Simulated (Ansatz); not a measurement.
Task: a single point from an input written key by key of AlF₂O, SMILES [O][Al]([F])[F], with Ansatz 0.2.0, Python API. Give the script and its output. Level of theory: B3LYP, def2-SVP basis, multiplicity 2.

```
atom    x (Å)    y (Å)    z (Å)
   O   0.7685  -0.9986   1.3898
  Al  -0.0127  -0.0076  -0.0138
   F  -1.6635  -0.4504  -0.6698
   F   0.9632   1.3964  -0.7264
```

Script `alf2o_deck.py`:
```python
import ansatz as az

DECK = """
crystal:
  periodic: [false, false, false]
  atoms:
    - { symbol: O, position_ang: [0.7685, -0.9986, 1.3898] }
    - { symbol: Al, position_ang: [-0.0127, -0.0076, -0.0138] }
    - { symbol: F, position_ang: [-1.6635, -0.4504, -0.6698] }
    - { symbol: F, position_ang: [0.9632, 1.3964, -0.7264] }
magnetization:
  spin_polarized: true
  initial_magnetization: 1
basis:
  gaussian: { orbitals: def2-SVP }
hamiltonian:
  xc: b3lyp
accuracy: medium
scf:
  lower_state_search: "off"
"""

session = az.Session.from_yaml(DECK)
data = session.plan(threads=1).execute().report

print("reference energy %16.6f eV" % data["reference_energy_ev"])
print("total energy     %16.6f eV" % data["free_energy_ev"])
print("occupied orbitals outside the frozen core (up, down):", data["n_occupied"], " frozen:", data["n_frozen"], " virtual:", data["n_virtual"])
symbols = ["O", "Al", "F", "F"]
```

Running `python alf2o_deck.py` prints:
```text
reference energy    -14071.617774 eV
total energy        -14071.617774 eV
occupied orbitals outside the frozen core (up, down): [20, 19]  frozen: 0  virtual: [40, 41]
```

Reading the output:
- These settings explore the input space; basis and method may be short of convergence.
- The geometry is a force-field or estimated start, not a minimum of this method, and the basis set is short of its limit.
- The run takes the species as open-shell (spin multiplicity 2), which needn't be its ground state.
- b3lyp holds the VWN-RPA fit, as in Gaussian; the form of ORCA and Turbomole is b3lyp5.
- Wall time of the script: 3.6 s on 1 thread of Arm Neoverse N1, with other jobs on the host, peak memory 0.14 GiB.
